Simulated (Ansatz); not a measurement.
# C (Carbon): the cost of one run

Program: Ansatz 0.2.0 through its Python package. Level of theory: DFT PBE, plane waves, PAW. These are calculated values, not measurements.

A COD entry behind a cell of this session may itself be a prediction, so a difference from it is no test against experiment.

### Step 1. Starting point

The structure is hexagonal, space group P6_3/mmc (No. 194). Conventional cell: a = 2.522 Å, b = 2.522 Å, c = 4.119 Å, α = 90.00°, β = 90.00°, γ = 120.00°. Around C (site symmetry 3m) lie 4 C at 1.54 Å.

The script holds or builds the structure itself.

### Step 2. Script

File c_vcrelax.py:

```python
import logging
import sys

import ansatz as az
from ase import Atoms
from ase.neighborlist import neighbor_list
import matplotlib.pyplot as plt
import numpy as np

logging.basicConfig(stream=sys.stdout, format='[%(levelname)s] %(message)s')
log = logging.getLogger('calc')
log.setLevel(logging.INFO)

def edges_and_angles(cell):
    cell = np.asarray(cell)
    a, b, c = np.linalg.norm(cell, axis=1)
    cosines = cell[1] @ cell[2] / (b * c), cell[0] @ cell[2] / (a * c), cell[0] @ cell[1] / (a * b)
    return (a, b, c, *np.degrees(np.arccos(cosines)))

system = (
    az.Lattice.of((2.5221, 0.0, 0.0), (-1.26105, 2.184203, 0.0), (0.0, 0.0, 4.1186))
    .atom('C', (1 / 3, 2 / 3, 0.0625))
    .atom('C', (2 / 3, 1 / 3, 0.5625))
    .atom('C', (1 / 3, 2 / 3, 0.4375))
    .atom('C', (2 / 3, 1 / 3, 0.9375))
)

calc = (
    system.calculation()
    .basis(21 * az.Ha)
    .kpoints(12, 12, 6, center='gamma')
    .functional(az.Functional.PBE)
    .occupations('cold', width=100 * az.meV)
    .relax(force_tolerance=0.02, pressure=1, stress_tolerance=0.01)
    .density_of_states(energy_step=0.1, nscf_kmesh_spacing=0.24)
    .band_table()
)
steps = []


def collect(event):
    if event['event'] == 'relax_step':
        steps.append(event['data'])


outcome = calc.session().plan().execute(on_event=collect)
report = outcome.report
log.info('step   energy (eV)     max comp. (eV/A)   P (GPa)  SCF')
for s in steps:
    log.info(f'{s["step"]:4d} {s["lagrangian_ev"]:15.5f} {s["allowed_force_max_ev_ang"]:12.4f} {s["pressure_gpa"]:10.3f} {s["n_scf"]:5d}')

first, last = steps[0], steps[-1]
symbols = [site.symbol for site in outcome.lattice.sites]
log.info(f'energy gained {first["lagrangian_ev"] - last["lagrangian_ev"]:.4f} eV in {len(steps) - 1} steps')
for label, vectors in (('before', first['cell_ang']), ('after', outcome.lattice.cell_ang)):
    print(label, 'a b c (A) {:.4f} {:.4f} {:.4f}  angles {:.2f} {:.2f} {:.2f}'.format(*edges_and_angles(vectors)), f' V = {abs(np.linalg.det(vectors)):.3f} A^3')
print('final stress xx yy zz (GPa, compression positive):', np.round(np.diag(report['stress_gpa']), 3) + 0.0)

log.info('atom   start x y z (A)              end x y z (A)')
for symbol, a, b in zip(symbols, first['positions_ang'], last['positions_ang']):
    print(f'{symbol:3s}', ' '.join(f'{v:8.4f}' for v in a), '  ', ' '.join(f'{v:8.4f}' for v in b))

log.info('relaxed fractional positions')
for site in outcome.lattice.sites:
    print(f'  {site.symbol:2s}', ' '.join(f'{v % 1:8.5f}' for v in np.round(site.position_frac, 5)))

final = Atoms(symbols, positions=last['positions_ang'], cell=outcome.lattice.cell_ang, pbc=True)
i, j, d = neighbor_list('ijd', final, 4.5)
log.info('neighbours within 1.2 times the shortest distance of each atom (A)')
for atom in range(len(final)):
    near = [m for m in np.argsort(d) if i[m] == atom]
    shell = [m for m in near if d[m] < 1.2 * d[near[0]]]
    print(f'{symbols[atom]}{atom} ({len(shell)}):', ', '.join(f'{symbols[j[m]]} {d[m]:.3f}' for m in shell))

for key in ('converged', 'n_iterations', 'n_electrons', 'n_kpoints', 'n_pw', 'n_symmetry_ops', 'free_energy_ev', 'fermi_energy_ev'):
    log.info(f'{key:18s} {report[key]}')

dos = outcome.density_of_states()
energy = np.asarray(dos.energies_ev) - dos.fermi_ev
top = min(levels[-1] for levels in report['eigenvalues_ev']) - dos.fermi_ev  # the computed bands end here
fig, ax = plt.subplots(figsize=(5, 3.2))
for spin, channel in enumerate(dos.channels):
    ax.plot(energy, (-1) ** spin * np.asarray(channel.g_bin_mean_per_ev), lw=1)
ax.axvline(0, color='k', ls=':')
ax.set(xlim=(-10, min(6, top)), xlabel='E - E_F (eV)', ylabel='states/eV', title='C')
fig.tight_layout()
fig.savefig('dos.png', dpi=100)
print('states below E_F:', round(float(np.interp(0.0, energy, dos.spin_summed_integrated)), 3))

print('band  energy (eV)  occupation, at k =', report['kpoints_frac'][0])
for band, (e, occ) in enumerate(zip(report['eigenvalues_ev'][0], report['occupations'][0]), start=1):
    log.info(f'{band:4d} {e:12.4f} {occ:9.4f}')
```

### Step 3. The calls as engine input

The package turns the script's settings into the engine's input:

```yaml
crystal:
  lattice:
    - [2.5221, 0.0, 0.0]
    - [-1.26105, 2.184203, 0.0]
    - [0.0, 0.0, 4.1186]
  atoms:
    - { symbol: C, position: [0.3333333333333333, 0.6666666666666666, 0.0625] }
    - { symbol: C, position: [0.6666666666666666, 0.3333333333333333, 0.5625] }
    - { symbol: C, position: [0.3333333333333333, 0.6666666666666666, 0.4375] }
    - { symbol: C, position: [0.6666666666666666, 0.3333333333333333, 0.9375] }
basis:
  ecutwfc: 571.4391111657479
kpoints:
  mp_grid:
    grid: [12, 12, 6]
    shift: [0.0, 0.0, 0.0]
hamiltonian:
  xc: pbe
scf:
  occupations:
    method: cold
    width: 0.1
relax:
  f_tol: 0.02
  cell:
    p_target: 1.0
    stress_tol: 0.01
output:
  dos:
    de: 0.1
    nscf_kmesh:
      kspacing: 0.24
  eigenvalues: true
```

### Step 4. Launch

Started as:

```console
$ python c_vcrelax.py
```

What time and memory should one allow on 1 thread of Intel Xeon Platinum 8488C (Sapphire Rapids), shared host?

About 10 s, with a peak of 0.47 GiB.
